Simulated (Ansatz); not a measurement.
# C₂H₃BF₂O₂: small, medium and large basis sets

How large a basis does C₂H₃BF₂O₂ need? Two functionals are run in growing sets.

The runs use Ansatz 0.2.0, Gaussian basis; one geometry, several basis sets.

The runs, in order: PBE0-D4/def2-SVP; ωB97M-V/def2-SVP; PBE0-D4/def2-QZVPP; ωB97M-V/def2-QZVPP; the functionals' def2-TZVPP values are taken from earlier runs.

## (1) Structure used throughout

The geometry comes from an earlier relaxation with PBE0-D4 in a triple-zeta def2 set; it is a stationary point, not always the lowest conformer.

SMILES `CC(=O)OB(F)F`, 10 atoms, charge 0, spin multiplicity 1.

Atoms are counted from 1 here; the program's logs count them from 0.

Bond lengths: C1–C2 1.491 Å, C1–H8 1.092 Å, C1–H9 1.092 Å, C1–H10 1.087 Å, C2–O3 1.190 Å, C2–O4 1.375 Å, O4–B5 1.365 Å, B5–F6 1.313 Å, B5–F7 1.315 Å. Angles: C2–C1–H8 109.6°, C2–C1–H9 109.6°, C2–C1–H10 109.8°, H8–C1–H9 107.1°, H8–C1–H10 110.4°, H9–C1–H10 110.2°, C1–C2–O3 126.8°, C1–C2–O4 110.9°, O3–C2–O4 122.2°, C2–O4–B5 124.2°, O4–B5–F6 123.3°, O4–B5–F7 117.6°, F6–B5–F7 119.0°.

## (2) PBE0-D4 in def2-SVP

File in.yaml:

```yaml
crystal:
  periodic: [false, false, false]
  atoms:
    - {symbol: C, position_ang: [0.384311, 0.043362, 1.608295]}
    - {symbol: C, position_ang: [0.594065, 0.056114, 0.132162]}
    - {symbol: O, position_ang: [1.570260, 0.414142, -0.446799]}
    - {symbol: O, position_ang: [-0.499635, -0.458169, -0.522978]}
    - {symbol: B, position_ang: [-0.831171, -0.161038, -1.813440]}
    - {symbol: F, position_ang: [-0.453871, 0.940799, -2.419061]}
    - {symbol: F, position_ang: [-1.633274, -0.991878, -2.442731]}
    - {symbol: H, position_ang: [0.145332, -0.970509, 1.934886]}
    - {symbol: H, position_ang: [-0.471079, 0.673054, 1.862189]}
    - {symbol: H, position_ang: [1.278262, 0.403023, 2.110476]}
basis:
  gaussian: {orbitals: def2-SVP}
hamiltonian: {xc: pbe0, dispersion: d4}
output: {orbitals: {seedname: orbitals}}
```

The runs that follow: ωB97M-V in def2-SVP; PBE0-D4 in def2-QZVPP; ωB97M-V in def2-QZVPP.

Q: Predict the results of all the runs planned. Wanted: PBE0-D4: double and triple zeta above quadruple; ωB97M-V: double and triple zeta above quadruple.

**Answer**, as computed:

| quantity | value |
| --- | --- |
| PBE0-D4: double and triple zeta above quadruple | 15.16, 0.65 eV |
| ωB97M-V: double and triple zeta above quadruple | 15.45, 0.61 eV |

In words: PBE0-D4 gains 14.50 eV from double to triple zeta, then 0.65 eV more. Total energies overstate the basis error of differences, where much of it tends to cancel.
